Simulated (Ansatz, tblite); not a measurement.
# C19H21N3S3Si2: rung by rung

An exercise on one series of results from a longer session: the logs are not shown, and one member is left open.

Program: Ansatz 0.2.0, Gaussian basis. Level of theory: as each input shows. These are calculated values, not measurements.

Plan: GFN1-xTB, GFN2-xTB, PBE-D4/def2-TZVP, r2SCAN-D4/def2-TZVP, LDA/def2-TZVP, B97M-V/def2-TZVP, PBE-QIDH/def2-TZVP, PBE-D4/def2-SVP, PBE0-D4/def2-SVP, HF/STO-3G, HF/6-31G, B3LYP-D4/6-31G, MP2/def2-SVP, RPA/def2-SVP.

## The relaxed structure

The singlet was relaxed beforehand with r2SCAN-D4/def2-SVP.

SMILES `C[Si](C)(C)C#Cc1cnc(-c2cnc(-c3cnc(C#C[Si](C)(C)C)s3)s2)s1`, 48 atoms, charge 0, spin multiplicity 1.

Bond lengths: C1–Si2 1.878 Å, C1–H28 1.102 Å, C1–H29 1.102 Å, C1–H30 1.103 Å, Si2–C3 1.878 Å, Si2–C4 1.878 Å, Si2–C5 1.847 Å, C3–H31 1.102 Å, C3–H32 1.103 Å, C3–H33 1.102 Å, C4–H34 1.102 Å, C4–H35 1.102 Å, C4–H36 1.103 Å, C5–C6 1.231 Å, C6–C7 1.402 Å, C7–C8 1.395 Å, C7–S27 1.750 Å, C8–N9 1.347 Å and more. Angles: Si2–C1–H28 111.3°, Si2–C1–H29 111.3°, Si2–C1–H30 110.6°, H28–C1–H29 107.8°, H28–C1–H30 107.9°, H29–C1–H30 107.9°, C1–Si2–C3 110.5°, C1–Si2–C4 110.7°, C1–Si2–C5 108.5°, C3–Si2–C4 110.7°, C3–Si2–C5 108.5°, C4–Si2–C5 107.9°, Si2–C3–H31 111.2°, Si2–C3–H32 110.6°, Si2–C3–H33 111.3°, H31–C3–H32 107.9°, H31–C3–H33 107.8°, H32–C3–H33 107.9° and more.

PBE0-D4/def2-TZVP was run before; its log isn't repeated, and its numbers join the tables.

Set-up of the first run:

Tight binding, by tblite at 300 K electronic temperature and without a spin-polarisation term:

```python
tblite.interface.Calculator('GFN1-xTB', numbers, positions, charge=0, uhf=0).singlepoint()
```

Tight binding, by tblite at 300 K electronic temperature and without a spin-polarisation term:

```python
tblite.interface.Calculator('GFN2-xTB', numbers, positions, charge=0, uhf=0).singlepoint()
```

start.molden holds the orbitals of an earlier run on this state, given as this run's starting guess.

in.yaml reads:

```yaml
crystal:
  periodic: [false, false, false]
  atoms:
    - {symbol: C, position_ang: [-8.754970, 0.030052, 2.429267]}
    - {symbol: Si, position_ang: [-8.648718, -0.768236, 0.732420]}
    - {symbol: C, position_ang: [-8.681976, -2.640257, 0.881778]}
    - {symbol: C, position_ang: [-10.042645, -0.166093, -0.372936]}
    - {symbol: C, position_ang: [-7.050697, -0.271272, -0.048850]}
    - {symbol: C, position_ang: [-5.995091, 0.066950, -0.583860]}
    - {symbol: C, position_ang: [-4.801822, 0.459096, -1.205915]}
    - {symbol: C, position_ang: [-4.627733, 1.129990, -2.416264]}
    - {symbol: N, position_ang: [-3.359215, 1.388333, -2.787767]}
    - {symbol: C, position_ang: [-2.492620, 0.938145, -1.901154]}
    - {symbol: C, position_ang: [-1.069067, 1.083739, -2.056691]}
    - {symbol: C, position_ang: [-0.416231, 1.696237, -3.123608]}
    - {symbol: N, position_ang: [0.929488, 1.721024, -3.065515]}
    - {symbol: C, position_ang: [1.380152, 1.140858, -1.971605]}
    - {symbol: C, position_ang: [2.779785, 1.027290, -1.656956]}
    - {symbol: C, position_ang: [3.831802, 1.501382, -2.439962]}
    - {symbol: N, position_ang: [5.074145, 1.293002, -1.964177]}
    - {symbol: C, position_ang: [5.050335, 0.657664, -0.808358]}
    - {symbol: C, position_ang: [6.173008, 0.286665, -0.045916]}
    - {symbol: C, position_ang: [7.150944, -0.039368, 0.624080]}
    - {symbol: Si, position_ang: [8.672438, -0.496176, 1.573491]}
    - {symbol: C, position_ang: [9.624336, 1.082343, 1.928465]}
    - {symbol: C, position_ang: [8.144282, -1.334385, 3.167764]}
    - {symbol: C, position_ang: [9.688668, -1.660816, 0.508126]}
    - {symbol: S, position_ang: [3.420830, 0.273203, -0.235814]}
    - {symbol: S, position_ang: [0.114675, 0.509737, -0.921764]}
    - {symbol: S, position_ang: [-3.223980, 0.147463, -0.516341]}
    - {symbol: H, position_ang: [-8.717140, 1.128670, 2.356816]}
    - {symbol: H, position_ang: [-7.923954, -0.293662, 3.076116]}
    - {symbol: H, position_ang: [-9.699300, -0.244973, 2.928446]}
    - {symbol: H, position_ang: [-8.600433, -3.121131, -0.106030]}
    - {symbol: H, position_ang: [-9.624869, -2.975381, 1.345709]}
    - {symbol: H, position_ang: [-7.850032, -3.006482, 1.504303]}
    - {symbol: H, position_ang: [-10.017991, 0.929516, -0.486126]}
    - {symbol: H, position_ang: [-9.975465, -0.610838, -1.378663]}
    - {symbol: H, position_ang: [-11.021909, -0.440482, 0.053834]}
    - {symbol: H, position_ang: [-5.465005, 1.439993, -3.045786]}
    - {symbol: H, position_ang: [-0.954303, 2.135258, -3.966116]}
    - {symbol: H, position_ang: [3.670652, 2.015847, -3.389469]}
    - {symbol: H, position_ang: [10.550457, 0.858820, 2.484215]}
    - {symbol: H, position_ang: [9.026710, 1.783423, 2.532437]}
    - {symbol: H, position_ang: [9.904327, 1.595673, 0.994820]}
    - {symbol: H, position_ang: [7.560884, -2.247082, 2.967026]}
    - {symbol: H, position_ang: [9.027637, -1.622050, 3.762185]}
    - {symbol: H, position_ang: [7.524449, -0.665896, 3.786308]}
    - {symbol: H, position_ang: [10.616198, -1.951398, 1.029472]}
    - {symbol: H, position_ang: [9.129103, -2.580092, 0.273038]}
    - {symbol: H, position_ang: [9.969892, -1.184310, -0.444472]}
basis:
  gaussian: {orbitals: def2-TZVP, fitting: {mean_field: def2-universal-jkfit}, initial_orbitals: start.molden}
hamiltonian: {xc: pbe, dispersion: d4}
scf: {omitted_lower_state_checks: [starts]}
output: {forces: true, orbitals: {seedname: orbitals}}
```

On the command line:

```console
$ ansatz run in.yaml --threads 2 --pin off --events-out ev --progress --plain --max-ram 32768MiB --backend cuda --devices 0, --max-vram 18GiB
```

Steps of the session up to this table: PBE-D4/def2-TZVP; r2SCAN-D4/def2-TZVP; LDA/def2-TZVP; B97M-V/def2-TZVP; PBE-QIDH/def2-TZVP; PBE-D4/def2-SVP; PBE0-D4/def2-SVP; HF/STO-3G; HF/6-31G; B3LYP-D4/6-31G; MP2/def2-SVP; RPA/def2-SVP.

One of the session's tables, all rows but one given; the rest of the session is left out.

It belongs to the step «Binding energy». 

| level | binding an atom (eV) |
| --- | --- |
| HF/STO-3G | 3.889 |
| HF/6-31G | ? |
| HF/def2-SVP | 3.330 |
| LDA/def2-TZVP | 5.403 |
| PBE-D4/def2-SVP | 4.872 |
| PBE-D4/def2-TZVP | 4.830 |
| r2SCAN-D4/def2-TZVP | 4.676 |
| B97M-V/def2-TZVP | 4.664 |
| B3LYP-D4/6-31G | 4.426 |
| PBE0-D4/def2-SVP | 4.753 |
| PBE0-D4/def2-TZVP | 4.711 |
| MP2/def2-SVP | 4.522 |

Q: Estimate the row for HF/6-31G from the others.

**Answer.** binding an atom (eV): 2.960. In the column «binding an atom (eV)» it is the lowest.

Limits of these values: Free atoms were run apart at each level; binding is atoms less cluster, divided by the number of atoms, without zero-point or spin-orbit terms.
